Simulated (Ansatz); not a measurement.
# GeAsH3 (singlet): from Hartree-Fock to the top rungs, cc-pVDZ

How much of the correlation energy of GeAsH3 (singlet) does each wave-function method recover here?

Method: cc-pVDZ, core rule «outside noble gas», up to 28 orbitals frozen; program: Ansatz 0.2.0, Gaussian basis.

To be run: UHF; CCSD(T) on RHF; CCSD(T) on UHF; BCCD(T) on RHF; CISD; CCSDT(Q) on RHF; CCSDT(Q) on UHF.

24 further runs of the same task are left out: 11 that didn't finish, 13 set aside as unsound or not needed.

## 1. The geometry

The geometry is a PBE0/def2-TZVP stationary point (not a proven minimum) of the parent state, kept for this charge and spin. No spin-orbit coupling is included. The filled d shell of Ge, As may be among the frozen orbitals whatever the setting's name suggests; the logs give the count.

5 atoms, charge 0, spin multiplicity 1.

Atoms are counted from 1 here; the program's logs count them from 0.

Bond lengths: Ge1–As2 2.414 Å, Ge1–H3 1.557 Å, As2–H4 1.522 Å, As2–H5 1.522 Å. Angles: As2–Ge1–H3 114.2°, Ge1–As2–H4 97.6°, Ge1–As2–H5 97.6°, H4–As2–H5 92.8°.

## 2. UHF

Contents of in.yaml:

```yaml
crystal:
  periodic: [false, false, false]
  atoms:
    - {symbol: Ge, position_ang: [0.000000, 0.064628, 1.230152]}
    - {symbol: As, position_ang: [0.000000, -0.070415, -1.180173]}
    - {symbol: H, position_ang: [0.000000, -1.317769, 1.946080]}
    - {symbol: H, position_ang: [1.101747, 0.947133, -1.438211]}
    - {symbol: H, position_ang: [-1.101747, 0.947133, -1.438211]}
basis:
  gaussian: {orbitals: cc-pVDZ}
magnetization: {spin_polarized: true, initial_magnetization: 0}
hamiltonian: {xc: hf}
output: {orbitals: {seedname: orbitals}}
```

Started as:

```bash
$ ansatz run in.yaml --threads 1 --pin off --events-out ev --progress --plain --max-ram 2393MiB
```

The runs that follow: CCSD(T) on RHF; CCSD(T) on UHF; BCCD(T) on RHF; CISD; CCSDT(Q) on RHF; CCSDT(Q) on UHF.

Before running them: what should the planned runs give, taken together? Wanted: RCCSDT(Q) below the RHF energy; RMP2 from RCCSDT(Q); UMP2 from RCCSDT(Q); RCCSD from RCCSDT(Q); RCCSD(T) from RCCSDT(Q); UCCSD(T) from RCCSDT(Q); UCCSDT(Q) from RCCSDT(Q); T1 diagnostic.

**Answer**, as computed:

| quantity | value |
| --- | --- |
| RCCSDT(Q) below the RHF energy | -6.4647 eV |
| RMP2 from RCCSDT(Q) | +1357.8 meV |
| UMP2 from RCCSDT(Q) | +1388.4 meV |
| RCCSD from RCCSDT(Q) | +215.0 meV |
| RCCSD(T) from RCCSDT(Q) | +40.5 meV |
| UCCSD(T) from RCCSDT(Q) | +59.2 meV |
| UCCSDT(Q) from RCCSDT(Q) | +4.0 meV |
| levels within 1 kcal/mol (43 meV) | RCCSD(T), BCCD(T), RCCSDT, UCCSDT, UCCSDT(Q) |
| T1 diagnostic | 0.014 |

**Reading.** RCCSD(T) misses by +40.5 meV, 0.6 % of the correlation energy. These misses are within one basis, not against nature.
